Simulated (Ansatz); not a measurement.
**CH₆BFGeSi: up Jacob's ladder to CCSD(T)**

The task here is to estimate one member of a computed series from the others.

Program: Ansatz 0.2.0, Gaussian basis. Level of theory: functionals in def2-TZVPP, the program's frozen cores in correlated methods. These are calculated values, not measurements.

Levels to be run: LDA (SPW92), PBE-D4, revPBE-D4, BLYP-D4, r2SCAN-D4, B97M-V, PBE0-D4, B3LYP-D4, r2SCANh-D4, r2SCAN0-D4, HSE06-D4, BHLYP-D4, CAM-B3LYP-D4, LC-ωPBE, ωB97X-V, ωB97M-V, B2PLYP, PBE-QIDH; CCSD(T)/def2-SVP; CCSD(T)/def2-TZVPP; MP2/def2-QZVPP; extrapolation to the limit; RPA on PBE.

### Structure used throughout

The geometry comes from an earlier relaxation with PBE0-D4 in a triple-zeta def2 set; it is a stationary point, not always the lowest conformer.

SMILES `[F][GeH]1[CH2][B]1[SiH3]`, 11 atoms, charge 0, spin multiplicity 1.

Atoms are counted from 1 here; the program's logs count them from 0.

Bond lengths: F1–Ge2 1.740 Å, Ge2–C3 2.363 Å, Ge2–B4 1.966 Å, Ge2–H6 1.542 Å, C3–B4 1.456 Å, C3–H7 1.093 Å, C3–H8 1.091 Å, B4–Si5 1.988 Å, Si5–H9 1.489 Å, Si5–H10 1.490 Å, Si5–H11 1.490 Å. Angles: F1–Ge2–C3 131.2°, F1–Ge2–B4 121.5°, F1–Ge2–H6 102.5°, C3–Ge2–B4 37.9°, C3–Ge2–H6 95.0°, B4–Ge2–H6 129.6°, Ge2–C3–B4 56.1°, Ge2–C3–H7 79.7°, Ge2–C3–H8 150.0°, B4–C3–H7 127.8°, B4–C3–H8 121.2°, H7–C3–H8 111.0°, Ge2–B4–C3 86.0°, Ge2–B4–Si5 129.8°, C3–B4–Si5 136.5°, B4–Si5–H9 111.5°, B4–Si5–H10 109.9°, B4–Si5–H11 111.2° and more.

Set-up of the first run:

The input, in.yaml:

```yaml
crystal:
  periodic: [false, false, false]
  atoms:
    - {symbol: F, position_ang: [-1.878070, 0.890374, 2.050694]}
    - {symbol: Ge, position_ang: [-0.199383, 0.578653, 1.717160]}
    - {symbol: C, position_ang: [0.856076, -1.184277, 0.549662]}
    - {symbol: B, position_ang: [0.411663, 0.053313, -0.076197]}
    - {symbol: Si, position_ang: [-0.263880, 0.604171, -1.862865]}
    - {symbol: H, position_ang: [0.344371, 0.168326, 3.100976]}
    - {symbol: H, position_ang: [1.302143, -1.311871, 1.539297]}
    - {symbol: H, position_ang: [0.795777, -2.137215, 0.022254]}
    - {symbol: H, position_ang: [-1.657437, 1.121458, -1.782795]}
    - {symbol: H, position_ang: [0.588763, 1.694250, -2.413920]}
    - {symbol: H, position_ang: [-0.234623, -0.534281, -2.823667]}
basis:
  gaussian: {orbitals: def2-TZVPP}
hamiltonian: {xc: lda}
output: {orbitals: {seedname: orbitals}}
```

Launch:

```bash
$ ansatz run in.yaml --threads 4 --pin off --events-out ev --progress --plain --max-ram 10444MiB
```

Among the steps run: LDA; PBE-D4 (GGA); revPBE-D4 (GGA); BLYP-D4 (GGA); r2SCAN-D4 (meta-GGA); B97M-V (meta-GGA); B3LYP-D4 (hybrid); r2SCANh-D4 (hybrid); r2SCAN0-D4 (hybrid); HSE06-D4 (hybrid); BHLYP-D4 (hybrid); CAM-B3LYP-D4 (range-separated); LC-ωPBE (range-separated); ωB97X-V (range-separated); ωB97M-V (range-separated); B2PLYP (double hybrid); PBE-QIDH (double hybrid).

One table of the session follows, with a row left open; its other results are not shown here.

It belongs to the step «Frontier levels by functional». 

| functional | HOMO (eV) | LUMO (eV) | gap (eV) |
| --- | --- | --- | --- |
| LDA (SPW92) | -6.50 | -2.86 | 3.64 |
| PBE-D4 | -6.33 | -2.64 | 3.68 |
| revPBE-D4 | -6.26 | -2.55 | 3.70 |
| BLYP-D4 | -6.17 | -2.54 | 3.62 |
| r2SCAN-D4 | -6.52 | -2.50 | 4.01 |
| B97M-V | -6.51 | -2.52 | 3.99 |
| PBE0-D4 | -7.28 | -1.87 | 5.41 |
| B3LYP-D4 | -7.09 | -2.09 | 5.00 |
| r2SCANh-D4 | -6.88 | -2.22 | 4.66 |
| r2SCAN0-D4 | -7.42 | -1.79 | 5.63 |
| HSE06-D4 | -6.89 | -2.24 | 4.65 |
| BHLYP-D4 | -8.07 | -1.01 | 7.06 |
| CAM-B3LYP-D4 | ? | ? | ? |
| LC-ωPBE | -9.69 | 0.21 | 9.91 |
| ωB97X-V | -9.38 | 0.14 | 9.52 |
| ωB97M-V | -9.30 | 0.00 | 9.29 |

Q: Estimate the row for CAM-B3LYP-D4 from the others.

**Answer.** HOMO (eV): -8.46; LUMO (eV): -0.88; gap (eV): 7.58. In the column «HOMO (eV)» it lies between ωB97M-V (-9.30) and BHLYP-D4 (-8.07).
